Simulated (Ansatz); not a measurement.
**CH₈N₂Sn: basis-set convergence**

How large a basis does CH₈N₂Sn need? Two functionals are run in growing sets.

Computed with Ansatz 0.2.0, Gaussian basis. Level: one geometry, several basis sets.

Plan: PBE0-D4/def2-SVP; ωB97M-V/def2-SVP; PBE0-D4/def2-QZVPP; ωB97M-V/def2-QZVPP; the functionals' def2-TZVPP values are taken from earlier runs.

## 1. The relaxed structure

All runs share one geometry, relaxed beforehand with PBE0-D4 in a triple-zeta def2 set. Sn takes the def2 core potential; no spin-orbit term is included.

12 atoms, charge 0, spin multiplicity 1.

Atoms are counted from 1 here; the program's logs count them from 0.

Bond lengths: N1–C2 1.457 Å, N1–H5 1.013 Å, N1–H6 1.012 Å, C2–Sn3 2.161 Å, C2–H7 1.099 Å, C2–H8 1.093 Å, Sn3–N4 2.033 Å, Sn3–H9 1.711 Å, Sn3–H10 1.714 Å, N4–H11 1.012 Å, N4–H12 1.013 Å. Angles: C2–N1–H5 111.4°, C2–N1–H6 111.1°, H5–N1–H6 106.9°, N1–C2–Sn3 107.6°, N1–C2–H7 115.5°, N1–C2–H8 109.0°, Sn3–C2–H7 111.0°, Sn3–C2–H8 106.1°, H7–C2–H8 107.3°, C2–Sn3–N4 110.8°, C2–Sn3–H9 113.4°, C2–Sn3–H10 107.9°, N4–Sn3–H9 106.6°, N4–Sn3–H10 106.4°, H9–Sn3–H10 111.4°, Sn3–N4–H11 112.4°, Sn3–N4–H12 111.3°, H11–N4–H12 107.1°.

## 2. PBE0-D4 in def2-SVP

in.yaml reads:

```yaml
crystal:
  periodic: [false, false, false]
  atoms:
    - {symbol: N, position_ang: [-1.672373, 0.623588, 0.203524]}
    - {symbol: C, position_ang: [-0.432297, 1.072128, -0.416982]}
    - {symbol: Sn, position_ang: [1.171006, -0.142769, 0.373865]}
    - {symbol: N, position_ang: [0.894312, -2.101087, -0.096115]}
    - {symbol: H, position_ang: [-2.477343, 1.082122, -0.206741]}
    - {symbol: H, position_ang: [-1.683328, 0.839972, 1.192171]}
    - {symbol: H, position_ang: [-0.208431, 2.142075, -0.305329]}
    - {symbol: H, position_ang: [-0.472923, 0.858926, -1.488104]}
    - {symbol: H, position_ang: [2.712867, 0.292670, -0.227473]}
    - {symbol: H, position_ang: [1.115088, -0.042709, 2.083723]}
    - {symbol: H, position_ang: [1.215475, -2.323613, -1.029936]}
    - {symbol: H, position_ang: [-0.085152, -2.356603, -0.048701]}
basis:
  gaussian: {orbitals: def2-SVP}
hamiltonian: {xc: pbe0, dispersion: d4}
output: {orbitals: {seedname: orbitals}}
```

The run is started by

```sh
ansatz run in.yaml --threads 4 --pin off --events-out ev --progress --plain --max-ram 10444MiB
```

Further steps of the session: ωB97M-V in def2-SVP; PBE0-D4 in def2-QZVPP; ωB97M-V in def2-QZVPP.

**Question.** What will the summary of the whole plan be? Wanted: PBE0-D4: double and triple zeta above quadruple; ωB97M-V: double and triple zeta above quadruple.

As calculated:

| quantity | value |
| --- | --- |
| PBE0-D4: double and triple zeta above quadruple | 5.64, 0.33 eV |
| ωB97M-V: double and triple zeta above quadruple | 5.89, 0.32 eV |

PBE0-D4 gains 5.32 eV from double to triple zeta, then 0.33 eV more. These are total energies; as a rule much of such shifts cancels in differences, which this series doesn't test. The LUMO of ωB97M-V is positive and keeps falling with the basis (2.47 to 1.16 eV): an unbound level that the basis holds in place.
